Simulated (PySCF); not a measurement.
**Ar(2+): excitation energy in aug-cc-pV(Q+d)Z plus 1 even-tempered diffuse shell per l**

Each state of argon is computed at each level; their differences give the excitation energy. How far do the methods differ?

Method: unrestricted determinants in a Gaussian basis, no spin-orbit coupling in the energies. Code: PySCF 2.14.0.

### Step 1. Starting point

| Quantity | Value |
| --- | --- |
| Element | argon (Z = 18) |
| Basis | aug-cc-pV(Q+d)Z with one added diffuse shell each of s, p, d, f, g type (8s7p6d4f3g, 114 functions) |
| Hamiltonian | the non-relativistic Hamiltonian (point nucleus) |
| State 1 | Ar(2+): [Ne] 3s1 3p4 4s1, high-spin 5P determinant (an excited configuration) |
| Needed too, but not shown | Ar(2+) [Ne] 3s2 3p4 (3P) |
| Methods | UHF, LDA, PBE, PBE0, r2SCAN, r2SCANh, r2SCAN0, CAM-B3LYP, MP2 |
| Core shells frozen in the correlated runs | valence: [Ne] (for Ar(2+)) |

Outer shells as boxes (Hund's rule):

Ar2+ [Ne] 3s1 3p4 4s1
```
[Ne] core
3s [↑ ]
3p [↑↓][↑ ][↑ ]
4s [↑ ]
```

One driver process ran all states and methods and kept the integrals in memory. Each run is shown as a PySCF script that sums up its settings (the driver passes frozen orbitals as a list and adds second-order terms of double hybrids); the logs are those of the runs themselves. The driver starts from symmetry-adapted Hartree-Fock orbitals, holds the occupation by maximum overlap and uses a logarithmic radial grid for functionals, so a plain start would take other cycles.

The integrals over 114 functions and the set-up took 3.1 s of CPU time.

### Step 2. Ar(2+) [Ne] 3s1 3p4 4s1

#### UHF

Contents of input.py:

```python
from pyscf import gto, scf, dft, mp, cc
import basis_set_exchange as bse
mol = gto.M(atom="Ar 0 0 0", charge=2, spin=4, symmetry="D2h",
            basis=gto.basis.parse(bse.get_basis("aug-cc-pV(Q+d)Z", elements=["Ar"], fmt="nwchem", augment_diffuse=1)))
mf = scf.UHF(mol)
mf.irrep_nelec = {'Ag': (4, 2), 'B1u': (2, 1), 'B2u': (2, 2), 'B3u': (2, 1)}
mf.kernel()
```

#### LDA

input.py, as changed from the run before:

```diff
@@ -4,3 +4,3 @@
             basis=gto.basis.parse(bse.get_basis("aug-cc-pV(Q+d)Z", elements=["Ar"], fmt="nwchem", augment_diffuse=1)))
-mf = scf.UHF(mol)
+mf = dft.UKS(mol, xc="LDA,VWN")
 mf.irrep_nelec = {'Ag': (4, 2), 'B1u': (2, 1), 'B2u': (2, 2), 'B3u': (2, 1)}
```

#### PBE

input.py, as changed from the run before:

```diff
@@ -4,3 +4,3 @@
             basis=gto.basis.parse(bse.get_basis("aug-cc-pV(Q+d)Z", elements=["Ar"], fmt="nwchem", augment_diffuse=1)))
-mf = dft.UKS(mol, xc="LDA,VWN")
+mf = dft.UKS(mol, xc="PBE")
 mf.irrep_nelec = {'Ag': (4, 2), 'B1u': (2, 1), 'B2u': (2, 2), 'B3u': (2, 1)}
```

#### PBE0

input.py, as changed from the run before:

```diff
@@ -4,3 +4,3 @@
             basis=gto.basis.parse(bse.get_basis("aug-cc-pV(Q+d)Z", elements=["Ar"], fmt="nwchem", augment_diffuse=1)))
-mf = dft.UKS(mol, xc="PBE")
+mf = dft.UKS(mol, xc="PBE0")
 mf.irrep_nelec = {'Ag': (4, 2), 'B1u': (2, 1), 'B2u': (2, 2), 'B3u': (2, 1)}
```

#### r2SCAN

input.py, as changed from the run before:

```diff
@@ -4,3 +4,3 @@
             basis=gto.basis.parse(bse.get_basis("aug-cc-pV(Q+d)Z", elements=["Ar"], fmt="nwchem", augment_diffuse=1)))
-mf = dft.UKS(mol, xc="PBE0")
+mf = dft.UKS(mol, xc="R2SCAN")
 mf.irrep_nelec = {'Ag': (4, 2), 'B1u': (2, 1), 'B2u': (2, 2), 'B3u': (2, 1)}
```

#### r2SCANh

input.py, as changed from the run before:

```diff
@@ -4,3 +4,3 @@
             basis=gto.basis.parse(bse.get_basis("aug-cc-pV(Q+d)Z", elements=["Ar"], fmt="nwchem", augment_diffuse=1)))
-mf = dft.UKS(mol, xc="R2SCAN")
+mf = dft.UKS(mol, xc="HYB_MGGA_XC_R2SCANH")
 mf.irrep_nelec = {'Ag': (4, 2), 'B1u': (2, 1), 'B2u': (2, 2), 'B3u': (2, 1)}
```

#### r2SCAN0

input.py, as changed from the run before:

```diff
@@ -4,3 +4,3 @@
             basis=gto.basis.parse(bse.get_basis("aug-cc-pV(Q+d)Z", elements=["Ar"], fmt="nwchem", augment_diffuse=1)))
-mf = dft.UKS(mol, xc="HYB_MGGA_XC_R2SCANH")
+mf = dft.UKS(mol, xc="HYB_MGGA_XC_R2SCAN0")
 mf.irrep_nelec = {'Ag': (4, 2), 'B1u': (2, 1), 'B2u': (2, 2), 'B3u': (2, 1)}
```

#### CAM-B3LYP

input.py, as changed from the run before:

```diff
@@ -4,3 +4,3 @@
             basis=gto.basis.parse(bse.get_basis("aug-cc-pV(Q+d)Z", elements=["Ar"], fmt="nwchem", augment_diffuse=1)))
-mf = dft.UKS(mol, xc="HYB_MGGA_XC_R2SCAN0")
+mf = dft.UKS(mol, xc="CAMB3LYP")
 mf.irrep_nelec = {'Ag': (4, 2), 'B1u': (2, 1), 'B2u': (2, 2), 'B3u': (2, 1)}
```

#### MP2 (valence)

input.py, as changed from the run before:

```diff
@@ -4,4 +4,5 @@
             basis=gto.basis.parse(bse.get_basis("aug-cc-pV(Q+d)Z", elements=["Ar"], fmt="nwchem", augment_diffuse=1)))
-mf = dft.UKS(mol, xc="CAMB3LYP")
+mf = scf.UHF(mol)
 mf.irrep_nelec = {'Ag': (4, 2), 'B1u': (2, 1), 'B2u': (2, 2), 'B3u': (2, 1)}
 mf.kernel()
+mp.UMP2(mf, frozen=5).kernel()
```

**Question.** What will these runs give?

The runs gave:

```
                                    quantity                                value
excitation energy, Ar(2+) → [Ne] 3s1 3p4 4s1  UHF 36.076, MP2 (valence) 36.235 eV
```

In words: The methods span 0.634 eV, from UHF (36.076) to CAM-B3LYP (36.710). No reference value is at hand in this session. All values hold for this basis alone; no basis-set limit was taken.
